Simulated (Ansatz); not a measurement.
# Cs2InAgCl6: the cost of one run

All numbers below are computed with Ansatz 0.2.0 (DFT LDA, plane waves, PAW, scalar-relativistic, no spin polarisation).

## 1. The system as given

The cell holds 10 atoms (AgCl6Cs2In): a = 6.060 Å, b = 7.044 Å, c = 6.895 Å, α = 97.90°, β = 85.59°, γ = 96.82°.

Structure file:

```
Cs In Ag Cl
1.0
     6.03596    0.29810   -0.45032
    -1.24557    6.87587   -0.89164
     1.03596    0.10110    6.81603
Cs In Ag Cl
2 1 1 6
Direct
  0.76363 0.25002 0.42126
  0.26548 0.51611 0.78926
  0.09239 0.89396 0.54032
  0.90080 0.67031 0.19387
  0.51114 0.80501 0.32898
  0.49156 0.94342 0.69372
  0.36651 0.46603 0.25074
  0.78242 0.73583 0.84311
  0.42236 0.06747 0.03890
  0.00298 0.09390 0.89484
```

## 2. The run

input.yaml

```yaml
crystal:
  lattice:
    - [6.035963, 0.2981, -0.450322]
    - [-1.24557, 6.87587, -0.891644]
    - [1.035961, 0.101099, 6.816031]
  atoms:
    - { symbol: Cs, position: [0.763628, 0.250017, 0.421257] }
    - { symbol: Cs, position: [0.265476, 0.516115, 0.789264] }
    - { symbol: In, position: [0.092391, 0.893958, 0.540319] }
    - { symbol: Ag, position: [0.900795, 0.670315, 0.19387] }
    - { symbol: Cl, position: [0.511139, 0.805007, 0.328977] }
    - { symbol: Cl, position: [0.491558, 0.94342, 0.693723] }
    - { symbol: Cl, position: [0.366506, 0.466034, 0.250742] }
    - { symbol: Cl, position: [0.782422, 0.735834, 0.843109] }
    - { symbol: Cl, position: [0.422361, 0.06747, 0.038899] }
    - { symbol: Cl, position: [0.002981, 0.093896, 0.894835] }
kpoints:
  mp_grid: { grid: [3, 2, 2] }
magnetization:
  spin_polarized: false
scf:
  occupations: { method: cold, width: 0.15 }
hamiltonian:
  pseudopotentials: { kind: paw }
  xc: lda
basis:
  ecutwfc: 420
md:
  timestep: 3.0
  n_steps: 40
  ensemble: nve
  temperature: 600.0
  initial_velocities: maxwell_boltzmann
  seed: 364368
```

On the command line:

```sh
$ ansatz run input.yaml --threads 2 --pin off --max-ram 2560MiB --backend cpu --events-out ev --progress --plain --runs-dir out
```

Q: Estimate wall time and peak memory on 2 threads of an x86-64 CPU, shared host.

About 2.9 min, with a peak of 0.7 GiB.
